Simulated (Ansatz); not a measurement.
# C₂H₄NOSn radical: small, medium and large basis sets

The task here is to estimate one member of a computed series from the others.

Method: one geometry, several basis sets; program: Ansatz 0.2.0, Gaussian basis.

Plan: PBE0-D4/def2-SVP; ωB97M-V/def2-SVP; PBE0-D4/def2-QZVPP; ωB97M-V/def2-QZVPP; the functionals' def2-TZVPP values are taken from earlier runs.

**The geometry**

The geometry comes from an earlier relaxation with PBE0-D4 in a triple-zeta def2 set; it is a stationary point, not always the lowest conformer. Sn takes the def2 core potential; no spin-orbit term is included.

SMILES `C[O][SnH][C]#N`, 9 atoms, charge 0, spin multiplicity 2.

Atoms are counted from 1 here; the program's logs count them from 0.

Bond lengths: C1–O2 1.406 Å, C1–H6 1.098 Å, C1–H7 1.096 Å, C1–H8 1.094 Å, O2–Sn3 1.962 Å, Sn3–C4 2.123 Å, Sn3–H9 1.732 Å, C4–N5 1.154 Å. Angles: O2–C1–H6 113.0°, O2–C1–H7 111.7°, O2–C1–H8 107.7°, H6–C1–H7 108.5°, H6–C1–H8 107.8°, H7–C1–H8 107.9°, C1–O2–Sn3 121.8°, O2–Sn3–C4 99.9°, O2–Sn3–H9 107.9°, C4–Sn3–H9 107.5°, Sn3–C4–N5 174.0°.

As a file:

```xyz
9

C     0.4631   -1.6525   -0.3510
O     0.2898   -0.2791   -0.6000
Sn    0.2019    1.0339    0.8554
C    -0.5131    2.7206   -0.2168
N    -0.8236    3.7028   -0.7361
H    -0.1278   -2.0121    0.5020
H     1.5156   -1.9026   -0.1742
H     0.1331   -2.1967   -1.2402
H    -1.0507    0.5395    1.9439
```

The first run:

File in.yaml:

```yaml
crystal:
  periodic: [false, false, false]
  atoms:
    - {symbol: C, position_ang: [0.463138, -1.652458, -0.351009]}
    - {symbol: O, position_ang: [0.289794, -0.279138, -0.600033]}
    - {symbol: Sn, position_ang: [0.201945, 1.033873, 0.855439]}
    - {symbol: C, position_ang: [-0.513093, 2.720633, -0.216767]}
    - {symbol: N, position_ang: [-0.823638, 3.702837, -0.736068]}
    - {symbol: H, position_ang: [-0.127756, -2.012105, 0.502050]}
    - {symbol: H, position_ang: [1.515634, -1.902634, -0.174194]}
    - {symbol: H, position_ang: [0.133109, -2.196720, -1.240227]}
    - {symbol: H, position_ang: [-1.050733, 0.539511, 1.943909]}
basis:
  gaussian: {orbitals: def2-SVP}
magnetization: {spin_polarized: true, initial_magnetization: 1}
hamiltonian: {xc: pbe0, dispersion: d4}
output: {orbitals: {seedname: orbitals}}
```

On the command line:

```sh
$ ansatz run in.yaml --threads 2 --pin off --events-out ev --progress --plain --max-ram 32768MiB --backend cpu
```

Among the steps run: PBE0-D4 in def2-SVP; ωB97M-V in def2-SVP; PBE0-D4 in def2-QZVPP; ωB97M-V in def2-QZVPP.

One of the session's tables, all rows but one given; the rest of the session is left out.

It belongs to the step «Density functionals: the series». 

```
functional       basis  HOMO (eV)  LUMO (eV)
   PBE0-D4    def2-SVP      -6.93      -4.03
   PBE0-D4  def2-TZVPP      -7.06      -4.14
   PBE0-D4  def2-QZVPP          ?          ?
   ωB97M-V    def2-SVP      -8.98      -2.24
   ωB97M-V  def2-TZVPP      -9.15      -2.42
   ωB97M-V  def2-QZVPP      -9.17      -2.46
```

Q: Estimate the row for PBE0-D4, def2-QZVPP from the others.

The run gave: HOMO (eV): -7.08; LUMO (eV): -4.16. In the column «HOMO (eV)» it lies between ωB97M-V, def2-SVP (-8.98) and PBE0-D4, def2-TZVPP (-7.06).
